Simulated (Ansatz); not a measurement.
This script makes an all-electron equation of state of GdCd, space group Pm-3m with Ansatz 0.2.0 through its Python package.

Script `eos_lapw.py`:
```python
# -*- coding: utf-8 -*-
"""All-electron equation of state of GdCd."""

import ansatz as az
from ase.eos import EquationOfState
from ase.units import GPa
import numpy as np

vectors0 = np.array([
    [3.75959, 0.0, 0.0],
    [0.0, 3.75959, 0.0],
    [0.0, 0.0, 3.75959],
])
sites = [
    ("Gd", (0.5, 0.5, 0.5), 7),
    ("Cd", (0.0, 0.0, 0.0), 0.0),
]


def make_crystal(cell):
    crystal = az.Crystal(lattice=az.Lattice.of(cell))
    for symbol, position, moment in sites:
        crystal = crystal.atom(symbol, position, moment=moment or None)
    return crystal


def main():
    volumes, energies = [], []
    for scale in np.linspace(0.94, 1.06, 5):
        cell = vectors0 * scale ** (1 / 3)
        calc = (
            make_crystal(cell).calculation()
            .functional(az.Functional.PBESOL)
            .occupations("Fermi-Dirac", width=0.15)
            .spin("collinear")
            .kpoints(8, 8, 8)
            .pseudopotentials("all_electron", lapw=True)
        )
        rep = calc.run(threads=1).report
        volumes.append(abs(np.linalg.det(cell)) / len(sites))
        energies.append(rep["free_energy_ev"] / len(sites))
        print(f"{scale:.3f} {volumes[-1]:9.4f} A^3/atom {energies[-1]:16.5f} eV/atom  (estimated basis error {1000 * rep['lapw_basis_errors']['total_ev_per_atom']:.2f} meV/atom)")
    v0, e0, bulk = EquationOfState(volumes, energies, eos="birchmurnaghan").fit()
    print(f"V0 = {v0:.4f} A^3/atom, B0 = {bulk / GPa:.1f} GPa")


if __name__ == "__main__":
    main()
```

Its results, one of them left out:

| V (Å³/atom) | F less the lowest row shown (meV/atom) |
| --- | --- |
| 24.976 | ? |
| 25.773 | 0.00 |
| 26.570 | 3.26 |
| 27.367 | 13.60 |
| 28.164 | 29.88 |

What is the missing energy at 24.976 Å³ an atom?

A third-order Birch-Murnaghan fit, E = E0 + (9 V0 B0 / 16) [(t - 1)³ B' + (t - 1)² (6 - 4t)] with t = (V0/V)^(2/3), through the 4 rows shown gives V0 = 25.840 Å³, B0 = 53.9 GPa, B' = 4.62 and E0 = -0.03 meV. At V = 24.976 Å³, t = 1.02293, and the fit extrapolates to 5.15 meV. The run gave 5.13 meV, a miss of 0.02 meV.

Open f shells: without a Hubbard U, without spin-orbit coupling; the state reached hangs on the start and needn't be the lowest. For a metal this k-point mesh is coarse: on a finer one energies can move by several to tens of meV an atom and pressures by half a GPa or more, differences at one mesh by less. The structure comes from a database of computed cells and needn't be a stable or known phase. Timing: 7.2 min on 1 thread of Arm Neoverse N1 (shared host), peak memory 0.65 GiB.
